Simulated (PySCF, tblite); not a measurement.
# F2Ge2H6OSi, a small molecule taken as a stand-in for a surface group (Ge site with back bonds O[SiH3], [GeH3], F): NMR shifts, core binding energies and electronic excitations

Aim: the NMR shifts, core binding energies and electronic excitations of `[F][Ge]([F])([GeH3])[O][SiH3]`.

Computed with tblite 0.8.0 and PySCF 2.14.0; each step states its level. No surroundings beyond the atoms listed, unless a continuum is named. Atoms count from 0, parts from 1.

## 1. The system as given

12 atoms, charge 0, multiplicity 1; geometry: distance geometry start.

## 2. Relaxing the cluster with GFN2-xTB

The job: settings as JSON, then the geometry in Å.

```
{"job": {"kind": "relax", "xc": "GFN2-xTB", "basis": "xTB"}, "charge": 0, "multiplicity": 1}
Ge     0.334322     0.021697    -0.411460
O     -0.932818    -0.578200     0.675089
Si    -2.414681    -0.222070    -0.035628
Ge     2.506042     0.095629     0.609667
F     -0.087735     1.662400    -0.991032
F      0.316008    -0.983540    -1.834450
H     -3.256477    -1.436326    -0.244237
H     -2.195777     0.421723    -1.335476
H     -3.192910     0.717464     0.793174
H      3.506832     0.533226    -0.468701
H      2.544974     1.089841     1.801379
H      2.860507    -1.305429     1.159988
```

Level: GFN2-xTB geometry optimisation, gas phase.

Run with:

```console
> OMP_NUM_THREADS=1 python cluster_run.py task.json out
```

One launch serves the whole session: the jobs run in the order shown.

Log:

```text
step      E/eV     max force
  0    -608.14620    1.500
  1    -608.23914    1.161
  2    -608.38114    0.845
  3    -608.40950    0.587
  4    -608.46961    0.763
  5    -608.49244    0.690
  6    -608.53732    0.441
  7    -608.54889    0.443
  8    -608.56891    0.464
  9    -608.58543    0.423
 10    -608.60506    0.300
 11    -608.61680    0.225
 12    -608.62492    0.295
 13    -608.63333    0.354
 14    -608.64288    0.322
 15    -608.65199    0.252
 16    -608.65923    0.270
 17    -608.66437    0.229
 18    -608.66914    0.232
 19    -608.67348    0.210
 20    -608.67653    0.123
 21    -608.67849    0.103
 22    -608.68004    0.096
 23    -608.68181    0.150
 24    -608.68370    0.165
 25    -608.68541    0.124
 26    -608.68690    0.092
 27    -608.68852    0.104
 28    -608.69054    0.125
 29    -608.69287    0.153
 30    -608.69507    0.148
 31    -608.69666    0.109
 32    -608.69764    0.078
 33    -608.69853    0.086
 34    -608.69992    0.134
 35    -608.70209    0.202
 36    -608.70494    0.238
 37    -608.70766    0.204
 38    -608.70972    0.132
 39    -608.71130    0.104
 40    -608.71325    0.153
 41    -608.71656    0.237
 42    -608.72120    0.279
 43    -608.72522    0.203
 44    -608.72696    0.097
 45    -608.72743    0.077
 46    -608.72768    0.052
 47    -608.72791    0.044
 48    -608.72821    0.040
 49    -608.72865    0.066
 50    -608.72926    0.093
 51    -608.72984    0.080
 52    -608.73015    0.038
 53    -608.73033    0.036
 54    -608.73050    0.038
 55    -608.73076    0.058
 56    -608.73115    0.069
 57    -608.73162    0.053
 58    -608.73202    0.041
 59    -608.73225    0.025
 60    -608.73238    0.026
 61    -608.73248    0.027
 62    -608.73259    0.026
 63    -608.73274    0.026
 64    -608.73293    0.036
 65    -608.73310    0.035
 66    -608.73320    0.021
 67    -608.73325    0.023
 68    -608.73330    0.022
 69    -608.73336    0.018
 70    -608.73343    0.020
 71    -608.73348    0.018
 72    -608.73352    0.013
 73    -608.73355    0.013
 74    -608.73356    0.010
 75    -608.73357    0.006
```

Run time: 1.7 s. Hardware: 1 thread of Arm Neoverse V1, shared host.

Along the way:

```tsv
step	energy from step 0 (eV)	largest force (eV/Å)
0	0.0000	1.4996
3	-0.2633	0.5864
6	-0.3911	0.4402
9	-0.4392	0.4226
12	-0.4787	0.2955
15	-0.5058	0.2518
18	-0.5229	0.2316
21	-0.5323	0.1028
24	-0.5375	0.1644
27	-0.5423	0.1031
30	-0.5489	0.1477
33	-0.5523	0.0860
36	-0.5587	0.2379
39	-0.5651	0.1044
42	-0.5750	0.2792
45	-0.5812	0.0774
48	-0.5820	0.0403
51	-0.5836	0.0802
54	-0.5843	0.0377
57	-0.5854	0.0528
60	-0.5862	0.0260
63	-0.5865	0.0260
66	-0.5870	0.0205
69	-0.5872	0.0181
72	-0.5873	0.0128
75	-0.5874	0.0066
```

Distances of close pairs at the start and the end, largest changes first:

```tsv
bond	before (Å)	after (Å)	change (Å)
Ge0–Si2	2.785	3.201	+0.415
Ge0–O1	1.774	1.716	-0.058
Ge3–H10	1.552	1.496	-0.056
Ge3–H11	1.546	1.496	-0.050
O1–Si2	1.682	1.641	-0.040
Ge3–H9	1.535	1.496	-0.039
Ge0–F5	1.742	1.771	+0.029
Si2–H6	1.492	1.464	-0.028
```

## 3. Geometry optimisation at PBE0-D3(BJ)/def2-SVP

The job: settings as JSON, then the geometry in Å.

```
{"job": {"xc": "PBE0", "basis": "def2-SVP", "d3": "d3bj", "grid": 2, "kind": "geom", "shake": 0.01}, "charge": 0, "multiplicity": 1}
Ge     0.562875     0.192590    -0.649644
O     -0.930796    -0.065615     0.188194
Si    -2.571242    -0.228166     0.028397
Ge     2.499681     0.023665     0.745303
F      0.289904     1.755059    -1.493278
F      0.455895    -0.822003    -2.084113
H     -2.784873    -1.664044     0.180299
H     -3.001946     0.295268    -1.251858
H     -3.044549     0.558853     1.193115
H      3.704589     0.361565    -0.003999
H      2.300781     0.952572     1.915758
H      2.558172    -1.387327     1.248825
```

Log:

```text
step   0  E = -4720.40204412  max force = 0.038895
step   1  E = -4720.41218798  max force = 0.027584
step   2  E = -4720.41388292  max force = 0.007929
step   3  E = -4720.41409685  max force = 0.001845
step   4  E = -4720.41419341  max force = 0.001922
step   5  E = -4720.41425845  max force = 0.002303
step   6  E = -4720.41431234  max force = 0.001764
step   7  E = -4720.41433136  max force = 0.000927
step   8  E = -4720.41433830  max force = 0.000274
optimisation converged
```

Wall time 2.5 min (1 thread of Arm Neoverse V1, shared host); peak memory 0.75 GiB.

The steps of the relaxation:

```tsv
step	energy from step 0 (eV)	largest force component (eV/Å)
0	0.0000	2.0001
1	-0.2760	1.4184
2	-0.3222	0.4077
3	-0.3280	0.0949
4	-0.3306	0.0988
5	-0.3324	0.1184
6	-0.3338	0.0907
7	-0.3344	0.0477
8	-0.3345	0.0141
```

Close pairs (by a distance rule), those that changed most:

```tsv
bond	before (Å)	after (Å)	change (Å)
Ge3–H9	1.459	1.533	+0.074
Ge0–F4	1.797	1.733	-0.063
Si2–H7	1.449	1.493	+0.044
Ge3–H11	1.499	1.533	+0.033
Si2–H6	1.460	1.491	+0.032
Ge0–F5	1.760	1.734	-0.026
Ge3–H10	1.507	1.533	+0.025
O1–Si2	1.656	1.674	+0.018
```

The next job starts from the end point, and lists it.

```tsv
at the end point	value
point group (found at 0.08 Å tolerance)	C1
rotational constants (GHz, main isotopes)	2.270, 0.665, 0.609
dipole moment (D)	2.73
```

## 4. NMR shieldings: PBE0/pcSseg-1

The job: settings as JSON, then the geometry in Å.

```
{"job": {"kind": "nmr", "xc": "PBE0", "basis": "pcSseg-1"}, "charge": 0, "multiplicity": 1}
Ge     0.520759     0.194298    -0.565986
O     -0.932331    -0.085021     0.360493
Si    -2.564188    -0.216707     0.010014
Ge     2.542665     0.029746     0.730969
F      0.333370     1.739289    -1.328536
F      0.477356    -0.916095    -1.897201
H     -2.956889    -1.655293     0.006475
H     -2.867411     0.387210    -1.320737
H     -3.319368     0.502709     1.074408
H      3.720117     0.364337    -0.191277
H      2.441868     1.034889     1.883484
H      2.642044    -1.407035     1.254809
```

Level: GIAO PBE0/pcSseg-1 NMR shielding, non-relativistic, gas phase.

Log:

```text
coarse grid: 51856 points
cycle   1  E = -4720.4906306199  dE = -9.884e-01  |g| = 1.618e+00  |ddm| = 3.397e+00
cycle   2  E = -4720.0130909502  dE =  4.775e-01  |g| = 2.317e+00  |ddm| = 2.162e+00
cycle   3  E = -4720.7566464239  dE = -7.436e-01  |g| = 2.865e-01  |ddm| = 1.530e+00
cycle   4  E = -4720.7686448554  dE = -1.200e-02  |g| = 1.038e-01  |ddm| = 2.103e-01
cycle   5  E = -4720.7697816703  dE = -1.137e-03  |g| = 3.821e-02  |ddm| = 7.150e-02
cycle   6  E = -4720.7700131148  dE = -2.314e-04  |g| = 6.035e-03  |ddm| = 2.367e-02
cycle   7  E = -4720.7700179220  dE = -4.807e-06  |g| = 1.632e-03  |ddm| = 5.630e-03
final grid: 104656 points
cycle   8  E = -4720.7700229439  dE = -1.253e-07  |g| = 1.827e-03  |ddm| = 3.082e-03
cycle   9  E = -4720.7700227716  dE =  1.723e-07  |g| = 2.290e-03  |ddm| = 2.749e-03
cycle  10  E = -4720.7700233424  dE = -5.707e-07  |g| = 3.161e-04  |ddm| = 1.425e-03
cycle  11  E = -4720.7700233593  dE = -1.694e-08  |g| = 6.677e-05  |ddm| = 2.238e-04
cycle  12  E = -4720.7700233600  dE = -7.185e-10  |g| = 4.164e-06  |ddm| = 4.566e-05
converged SCF energy = -4720.7700233600

GIAO shielding tensors (ppm)
atom      isotropic    diamagn.    paramagn.     s11        s22        s33       span
  0 Ge    1333.704    2756.082   -1422.377   1261.805   1281.271   1458.036    196.231
  1 O      266.840     405.031    -138.192    228.249    271.497    300.773     72.523
  2 Si     383.278     878.330    -495.052    335.973    351.800    462.061    126.087
  3 Ge    1660.620    2757.179   -1096.560   1648.822   1664.750   1668.287     19.465
  4 F      294.113     478.447    -184.334    216.013    276.517    389.808    173.795
  5 F      293.607     478.758    -185.151    221.020    269.187    390.614    169.594
  6 H       26.208      28.326      -2.118     22.586     24.350     31.688      9.101
  7 H       25.964      28.351      -2.387     22.134     24.814     30.943      8.809
  8 H       26.282      28.198      -1.915     22.725     24.321     31.801      9.076
  9 H       27.391      27.243       0.148     20.723     22.365     39.086     18.363
 10 H       27.381      27.918      -0.537     20.671     22.609     38.863     18.192
 11 H       27.387      27.938      -0.551     20.683     22.621     38.856     18.172
```

It took 27 s on 1 thread of Arm Neoverse V1, shared host; peak memory 0.99 GiB.

Shifts follow as δ = σ(reference) − σ, with reference shieldings (ppm) from runs at the same level and on the same kind of geometry: 1H TMS 31.27, 29Si TMS 352.0, 19F CFCl3 177.2, 17O H2O 334.6, 73Ge GeMe4 1330. The references are single molecules in the gas phase, so shifts against H2O, NH3, PH3, H3PO4 or CFCl3 are not on the usual liquid scales and can be off by tens of ppm.

```tsv
atoms	environment	σ (ppm)	δ (ppm)
H7	hydrogen on a silicon bonded to O	25.96	5.30
H6	hydrogen on a silicon bonded to O	26.21	5.06
H8	hydrogen on a silicon bonded to O	26.28	4.98
H10	hydrogen on a germanium bonded to Ge	27.38	3.89
H11	hydrogen on a germanium bonded to Ge	27.39	3.88
H9	hydrogen on a germanium bonded to Ge	27.39	3.88
Ge0	germanium bonded to 2 F, Ge, O	1334	-3
Ge3	germanium bonded to Ge, 3 H	1661	-330
O1	oxygen bonded to Ge, Si	266.8	67.7
Si2	silicon bonded to O, 3 H	383.3	-31.3
F5	fluorine bonded to Ge	293.6	-116.4
F4	fluorine bonded to Ge	294.1	-116.9
```

Charges from the same density, by scheme (e):

```tsv
atoms	Mulliken	IAO	Hirshfeld	ESP fit
Ge0	1.40	1.37	0.53	0.79
O1	-0.86	-0.84	-0.33	-0.49
Si2	0.71	0.85	0.38	0.57
Ge3	-0.08	0.20	0.27	0.00
F4	-0.48	-0.52	-0.25	-0.32
F5	-0.49	-0.52	-0.25	-0.32
```

Mayer bond orders: Ge0–O1 0.81, O1–Si2 0.88, Ge0–Ge3 0.89, Ge0–F4 0.81, Ge0–F5 0.80.

## 5. Core-electron binding energies: SCAN, X2C

Same as in step 4 but for these lines:

```diff
@@ -1,2 +1,2 @@
-{"job": {"kind": "nmr", "xc": "PBE0", "basis": "pcSseg-1"}, "charge": 0, "multiplicity": 1}
+{"job": {"kind": "xps", "holes": 5}, "charge": 0, "multiplicity": 1}
 Ge     0.520759     0.194298    -0.565986
```

With the program's defaults for keys left out, this is: delta-SCF UKS SCAN, pcX-2 on the ionised atom, pcseg-1 elsewhere, spin-free X2C.

Log:

```text
ground state, core basis on atom 1 (O), 175 functions
  cycle   1  E = -4756.52218403  |g| = 1.13e+00
  cycle   2  E = -4755.57913248  |g| = 2.46e+00
  cycle   3  E = -4756.73143207  |g| = 2.51e-01
  cycle   4  E = -4756.73714732  |g| = 2.17e-01
  cycle   5  E = -4756.74508421  |g| = 2.27e-02
  cycle   6  E = -4756.74521559  |g| = 6.57e-03
  cycle   7  E = -4756.74523645  |g| = 2.30e-03
  cycle   8  E = -4756.74523030  |g| = 4.82e-04
  E(ground) = -4757.03200108 Eh
hole in O 1s of atom 1
  cycle   1  E = -4736.13011413  |g| = 2.24e+00
  cycle   2  E = -4735.50103606  |g| = 2.30e+00
  cycle   3  E = -4736.88146592  |g| = 5.25e-01
  cycle   4  E = -4736.89949849  |g| = 4.74e-01
  cycle   5  E = -4736.97501704  |g| = 8.35e-02
  cycle   6  E = -4736.97754455  |g| = 2.15e-02
  cycle   7  E = -4736.97785169  |g| = 4.96e-03
  cycle   8  E = -4736.97786171  |g| = 2.51e-03
  cycle   9  E = -4736.97786281  |g| = 1.58e-03
  cycle  10  E = -4736.97786579  |g| = 2.92e-04
  E(ion) = -4737.26589053 Eh   <S^2> = 0.7631   hole on atom = 1.000   binding energy = 537.863 eV
ground state, core basis on atom 2 (Si), 186 functions
  cycle   1  E = -4756.80596339  |g| = 3.12e-01
  cycle   2  E = -4756.79741095  |g| = 2.46e-01
  cycle   3  E = -4756.79950401  |g| = 2.16e-01
  cycle   4  E = -4756.80853107  |g| = 2.81e-02
  cycle   5  E = -4756.80865175  |g| = 9.84e-03
  cycle   6  E = -4756.80866690  |g| = 1.19e-03
  cycle   7  E = -4756.80867308  |g| = 3.04e-04
  E(ground) = -4757.05734373 Eh
hole in Si 2p of atom 2
  cycle   1  E = -4752.51768909  |g| = 1.23e+00
  cycle   2  E = -4752.09686707  |g| = 1.26e+00
  cycle   3  E = -4752.76594495  |g| = 3.38e-01
  cycle   4  E = -4752.83046737  |g| = 1.16e-01
  cycle   5  E = -4752.83200229  |g| = 9.38e-02
  cycle   6  E = -4752.83505638  |g| = 2.09e-02
  cycle   7  E = -4752.83522979  |g| = 9.77e-03
  cycle   8  E = -4752.83526494  |g| = 3.24e-03
  cycle   9  E = -4752.83526780  |g| = 4.41e-04
  E(ion) = -4753.09593753 Eh   <S^2> = 0.7516   hole on atom = 1.003   binding energy = 107.795 eV
  2p3/2 = 107.543 eV   2p1/2 = 108.168 eV
ground state, core basis on atom 4 (F), 175 functions
  cycle   1  E = -4756.75215343  |g| = 1.27e-01
  cycle   2  E = -4756.75087100  |g| = 1.13e-01
  cycle   3  E = -4756.75178198  |g| = 8.05e-02
  cycle   4  E = -4756.75269766  |g| = 8.63e-03
  cycle   5  E = -4756.75272583  |g| = 3.50e-03
  cycle   6  E = -4756.75272790  |g| = 4.91e-04
  E(ground) = -4757.04568330 Eh
hole in F 1s of atom 4
  cycle   1  E = -4730.41769331  |g| = 2.59e+00
  cycle   2  E = -4730.30051857  |g| = 2.18e+00
  cycle   3  E = -4731.25222734  |g| = 4.64e-01
  cycle   4  E = -4731.21520394  |g| = 5.46e-01
  cycle   5  E = -4731.33212976  |g| = 8.19e-02
  cycle   6  E = -4731.33414787  |g| = 5.59e-02
  cycle   7  E = -4731.33517028  |g| = 1.69e-02
  cycle   8  E = -4731.33531257  |g| = 2.23e-03
  cycle   9  E = -4731.33531804  |g| = 6.35e-04
  cycle  10  E = -4731.33531783  |g| = 2.40e-04
  E(ion) = -4731.63563476 Eh   <S^2> = 0.7573   hole on atom = 1.000   binding energy = 691.443 eV
ground state, core basis on atom 5 (F), 175 functions
  cycle   1  E = -4756.75098592  |g| = 1.61e-01
  cycle   2  E = -4756.74415778  |g| = 2.36e-01
  cycle   3  E = -4756.75252839  |g| = 5.51e-02
  cycle   4  E = -4756.75297248  |g| = 1.45e-02
  cycle   5  E = -4756.75300529  |g| = 2.29e-03
  cycle   6  E = -4756.75300877  |g| = 5.65e-04
  cycle   7  E = -4756.75300742  |g| = 2.28e-04
  E(ground) = -4757.04561896 Eh
hole in F 1s of atom 5
  cycle   1  E = -4730.41722980  |g| = 2.59e+00
  cycle   2  E = -4730.29205428  |g| = 2.18e+00
  cycle   3  E = -4731.24754350  |g| = 4.74e-01
  cycle   4  E = -4731.20811530  |g| = 5.60e-01
  cycle   5  E = -4731.33176050  |g| = 8.43e-02
  cycle   6  E = -4731.33392048  |g| = 5.72e-02
  cycle   7  E = -4731.33498611  |g| = 1.74e-02
  cycle   8  E = -4731.33513717  |g| = 2.29e-03
  cycle   9  E = -4731.33513797  |g| = 6.34e-04
  cycle  10  E = -4731.33513777  |g| = 2.38e-04
  E(ion) = -4731.63520268 Eh   <S^2> = 0.7573   hole on atom = 1.000   binding energy = 691.453 eV
```

Run time: 29 s. Hardware: 1 thread of Arm Neoverse V1, shared host; peak memory 0.62 GiB.

The holes in one table. −ε is the ground-state orbital energy:

```tsv
hole	stands for	environment	ΔSCF (eV; 2p as the shell's mean)	−ε (eV)	⟨S²⟩
O1s on O1	O1	oxygen bonded to Ge, Si	537.86	516.9	0.763
Si2p on Si2	Si2	silicon bonded to O, 3 H	107.75	96.8	0.752
F1s on F4	F4	fluorine bonded to Ge	691.44	666.2	0.757
F1s on F5	F5	fluorine bonded to Ge	691.45	666.2	0.757
```

With the spin-orbit splitting: Si2 2p3/2 107.54, 2p1/2 108.17 eV. The table gives each 2p level as the mean over the whole 2p shell (two parts 2p3/2, one part 2p1/2), which differs a little from the single hole in the log.

## 6. Ultraviolet spectrum: CAM-B3LYP/def2-SVPD

Same as in step 5 but for these lines:

```diff
@@ -1,2 +1,2 @@
-{"job": {"kind": "xps", "holes": 5}, "charge": 0, "multiplicity": 1}
+{"job": {"kind": "uv", "xc": "CAM-B3LYP", "basis": "def2-SVPD", "nstates": 6, "ntriplets": 2, "ip": true}, "charge": 0, "multiplicity": 1}
 Ge     0.520759     0.194298    -0.565986
```

Level: TDDFT CAM-B3LYP/def2-SVPD, vertical, gas phase, core orbitals frozen in the response.

Log:

```text
coarse grid: 51856 points
cycle   1  E = -4721.3057915564  dE = -9.607e-01  |g| = 1.165e+00  |ddm| = 4.480e+00
cycle   2  E = -4721.0981129847  dE =  2.077e-01  |g| = 1.657e+00  |ddm| = 3.534e+00
cycle   3  E = -4721.5335439355  dE = -4.354e-01  |g| = 9.370e-02  |ddm| = 1.790e+00
cycle   4  E = -4721.5346765901  dE = -1.133e-03  |g| = 5.369e-02  |ddm| = 1.896e-01
cycle   5  E = -4721.5350798201  dE = -4.032e-04  |g| = 1.442e-02  |ddm| = 5.165e-02
cycle   6  E = -4721.5351138434  dE = -3.402e-05  |g| = 4.883e-03  |ddm| = 1.970e-02
cycle   7  E = -4721.5351182647  dE = -4.421e-06  |g| = 5.460e-04  |ddm| = 6.125e-03
final grid: 104656 points
cycle   8  E = -4721.5350717134  dE = -1.997e-07  |g| = 4.270e-04  |ddm| = 3.250e-03
cycle   9  E = -4721.5350717167  dE = -3.312e-09  |g| = 4.652e-04  |ddm| = 9.116e-04
cycle  10  E = -4721.5350717460  dE = -2.935e-08  |g| = 6.524e-05  |ddm| = 4.230e-04
cycle  11  E = -4721.5350717469  dE = -8.458e-10  |g| = 2.965e-05  |ddm| = 1.196e-04
converged SCF energy = -4721.5350717469

Static polarisability (au): isotropic 90.208, principal 79.396 82.725 108.505

Singlet excitations
state   eV       nm        f      main configurations
  1   7.3706    168.2   0.00468   H->L 0.58, H->L+4 0.16, H->L+1 0.14
  2   7.5864    163.4   0.02013   H-1->L 0.52, H-1->L+1 0.15, H-1->L+4 0.13
  3   7.8459    158.0   0.57404   H-2->L 0.72, H-1->L 0.16
  4   8.0550    153.9   0.03704   H-2->L+2 0.40, H-1->L+2 0.19, H-2->L+1 0.17
  5   8.1323    152.5   0.08775   H-2->L+1 0.39, H-2->L+2 0.19, H-1->L+1 0.10
  6   8.3785    148.0   0.00248   H->L+1 0.38, H->L 0.19, H->L+2 0.10

Triplet excitations (Tamm-Dancoff, eV): 6.7014 6.9779
Vertical ionisation energy (delta-SCF) = 11.2720 eV
Vertical electron affinity (delta-SCF) = -0.4972 eV
```

It took 4.5 min on 1 thread of Arm Neoverse V1, shared host; peak memory 1.2 GiB.

Frontier orbitals and where they lie:

```tsv
orbital	eV	atoms
HOMO−3	-11.97	Ge3 43 %, H9 31 %, H10 11 %
HOMO−2	-10.77	Ge3 23 %, Ge0 19 %, O1 11 %
HOMO−1	-10.64	O1 26 %, Si2 22 %, H7 17 %
HOMO	-10.47	O1 33 %, Si2 26 %, H6 21 %
LUMO	-0.09	Ge3 35 %, Ge0 18 %, H10 7 %
LUMO+1	0.66	Ge3 31 %, Ge0 20 %, H10 9 %
LUMO+2	0.68	Ge3 34 %, Ge0 22 %, H11 10 %
```

With each of the 6 states as a Gaussian band of 0.4 eV half-width at 1/e, the curve within the window shown has maxima at 158 nm (ε 27,000) L/(mol cm). Beyond the last state computed it falls off for lack of states. The curve at chosen wavelengths:

nm, ε (L/mol/cm) and a bar:
```
      143       1046 #
      145       2503 ###
      146       3660 ####
      148       7037 ########
      149       9271 ##########
      151      14586 ################
      153      20222 ######################
      154      22741 #########################
      156      26316 #############################
      157      27114 ##############################
      159      26499 #############################
      161      23315 ##########################
      162      21068 #######################
      164      16040 ##################
      165      13540 ###############
      167       9075 ##########
      169       5647 ######
      170       4344 #####
      172       2460 ###
      173       1815 ##
      175        955 #
      177        485 
      178        342 
      180        167 
      181        115 
      183         55
```

Further results of this job:

```tsv
property	computed
dipole moment (D)	3.10
polarisability (Å³)	13.37
HOMO–LUMO gap (eV)	10.38
−ε(HOMO) (eV)	10.47
```

## 7. Outcome

| quantity | value |
| --- | --- |
| point group | C1 |
| rotational constants (main isotopes) | 2.27, 0.67, 0.61 GHz |
| 1H shifts against TMS (PBE0/pcSseg-1) | 5.30, 5.06, 4.98, 3.89, 3.88, 3.88 ppm |
| 73Ge shifts against GeMe4 (PBE0/pcSseg-1) | -3, -330 ppm |
| 17O shifts against H2O (PBE0/pcSseg-1) | 67.7 ppm |
| 29Si shifts against TMS (PBE0/pcSseg-1) | -31.3 ppm |
| 19F shifts against CFCl3 (PBE0/pcSseg-1) | -116.4, -116.9 ppm |
| F1s binding energies, SCAN/pcX-2 | F5 691.45, F4 691.44 eV |
| O1s binding energies, SCAN/pcX-2 | O1 537.86 eV |
| Si2p binding energies, SCAN/pcX-2 | Si2 107.75 eV |
| lowest singlet (CAM-B3LYP/def2-SVPD) | 7.37 eV (168 nm), f = 0.005 |
| brightest single state of those computed | state 3, 7.85 eV, f = 0.574 |
| lowest triplet | 6.70 eV |
| vertical ionisation energy (ΔSCF) | 11.27 eV |
| vertical electron affinity (ΔSCF) | -0.50 eV (unbound: the value hangs on the basis) |

What this shows: The start of the PBE0/def2-SVP relaxation was shaken at random by about 0.01 Å, so part of the energy gained, and of the first lengths quoted, undoes that. Over 8 steps the energy fell by 0.335 eV; of the close pairs, Ge3–H9 changed most, 1.459 to 1.533 Å (PBE0/def2-SVP). Hydrogens of an XH3 group are listed apart at this fixed geometry; free rotation makes them one line at their mean. At PBE0/pcSseg-1: The largest span, 196 ppm, is at Ge0, where the paramagnetic term is -1422 ppm. At SCAN/pcX-2: the F1s levels computed lie within 0.01 eV of one another, too close to rank. The first singlet state (HOMO→LUMO 0.58, HOMO→LUMO+4 0.16) lies at 7.37 eV and is weak; of the 6 states computed, the strongest absorption comes from state 3 at 7.85 eV. The lowest triplet lies 0.67 eV below the lowest singlet (triplets in Tamm-Dancoff, singlets in full TDDFT). ΔSCF puts the ionisation energy at 11.27 eV, 0.80 eV above −ε(HOMO). Spin-orbit coupling is left out, which matters for shieldings and couplings at and beside the heavy atoms. A capped cluster stands for the solid here, so long-range fields and strain are missing, and bands or shifts of the capping hydrogens have no counterpart in it.
